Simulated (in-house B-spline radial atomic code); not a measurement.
# Tl⁶¹⁺: ionisation energy by several methods

Wanted: one ionisation energy, Tl⁶¹⁺ to configuration [Ar] 3d1, up the ladder of functionals.

Program: in-house B-spline radial atomic code version 1. Level of theory: Dirac-Coulomb, several functionals; spherical all-electron atom at the radial basis limit. These are calculated values, not measurements, unless marked.

**1. The atom as given**

| Item | Value |
| --- | --- |
| element | thallium (Z = 81) |
| charge | +61 |
| electrons | 20 |
| configuration | [Ar] 3d2 |
| nucleus | Fermi, rms radius 5.476 fm |

Outer shells as boxes (Hund's rule):

[Ar] 3d2
```
[Ar] core
3d [↑ ][↑ ][  ][  ][  ]
```

The boxes only draw the filling; these runs are spin-restricted and spherical.

**2. LDA (PW92)**

The run's settings:

```ini
Z = 81
electrons = 20.0
configuration = [Ar] 3d2
hamiltonian = dirac
method = lda,pw
spin_polarised = False
nucleus = fermi
rms_radius = 5.4759
mass_number = 205
atomic_mass = 204.974427318
speed_of_light = 137.035999084
```

**3. LDA (VWN5)**

The settings differ from step 2 so:

```diff
@@ -4,3 +4,3 @@
 hamiltonian = dirac
-method = lda,pw
+method = lda,vwn
 spin_polarised = False
```

**Question.** The tabulated ionisation energy is 6560 ± 12 eV (tabulated theoretical; NIST Atomic Spectra Database). What does each method give, and which comes nearest?

The runs gave:

| method | rung | total energy (hartree) | ΔSCF (eV) | with Breit, QED, recoil (eV) | −ε highest (eV) | corrected ΔSCF less tabulated (eV) |
| --- | --- | --- | --- | --- | --- | --- |
| LDA (PW92) | LDA | -16378.2912 | 6489.37 | 6484.97 | 6362.51 (3d5/2) | -75.03 |
| LDA (VWN5) | LDA | -16378.2990 | 6489.38 | 6484.98 | 6362.52 (3d5/2) | -75.02 |

What this shows: The tabulated ionisation energy is 6560 ± 12 eV (tabulated theoretical; NIST Atomic Spectra Database). LDA (VWN5) comes nearest (-75.02 eV) and LDA (PW92) is farthest (-75.03 eV, 1.1 %). All methods miss on the same side by much the same amount, which points to something that they share. Open shells are averaged (over orientations, and over spins where the run is restricted), while tables refer to the lowest levels.

Members of this set that are not shown: 2 used exact exchange with fractional occupations of an open shell, which is unsound here.
